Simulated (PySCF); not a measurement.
**GaS+: bond curves at several levels of theory**

The task here is to estimate one member of a computed series from the others.

Computed with PySCF 2.14.0. Level: Ga pcseg-1, S pcseg-1, no relativity.

The first run:

The job is set up so:

| Item | Value |
| --- | --- |
| atoms | Ga, S |
| charge | 1 |
| basis | Ga pcseg-1, S pcseg-1 |
| Hamiltonian | no relativity |
| basis functions | 45 |
| electrons treated | 46 |
| masses in u | 68.9256, 31.9721 |
| levels | PBE0, PBE, r²SCAN, LDA, PBEsol, r²SCANh, HF, MP2, SCS-MP2, CCSD, CCSD(T) |
| grid | 80 radial by 434 angular points |
| occupations | held fixed by the projection of orbital angular momentum |
| dissociation limit | Ga+ + S, each in its ground configuration |
| starting distance in angstrom | 2.290 |
| values of 2S to try | 0, 2 |

Started as:

```
$ OMP_NUM_THREADS=1 python dia.py task.json out
```

Among the steps run: Set-up; The PBE0 curve of the state that the search chose; Other states along the same grid; PBE; r²SCAN; LDA (local density); PBEsol; r²SCANh; UHF; MP2 and coupled cluster.

One table of the session follows, with a row left open; its other results are not shown here.

It belongs to the step «The curves together». Energy (eV) from each level's lowest point:

```
R (Å)    UHF  UHF-MP2  UHF-SCS-MP2  UHF-CCSD  UHF-CCSD(T)
2.534  0.387    0.282        0.307       n/a          n/a
2.652  0.223    0.140        0.158     0.147        0.137
2.770  0.118    0.057        0.069     0.062        0.055
2.859  0.066    0.023        0.030     0.026        0.021
2.947  0.032    0.005        0.008     0.006        0.004
3.035  0.012    0.000        0.000     0.000        0.000
3.153  0.000    0.008        0.004     0.006        0.009
3.301      ?        ?            ?         ?            ?
3.478  0.020    0.073        0.061     0.067        0.078
3.713  0.056    0.134        0.117       n/a          n/a
```

**Question.** Estimate the row for R (Å) = 3.301.

Worked estimate for «UHF». A straight line through the neighbours (3.153, 0.000) and (3.478, 0.020) gives 0.000 + (0.020 − 0.000) × (3.301 − 3.153) / (3.478 − 3.153) = 0.009; a parabola fitted to 4 rows on both sides gives 0.004.

**Answer.** UHF: 0.002; UHF-MP2: 0.032; UHF-SCS-MP2: 0.024; UHF-CCSD: 0.028; UHF-CCSD(T): 0.035. In «UHF» the line misses by +0.007 and the parabola by +0.002.
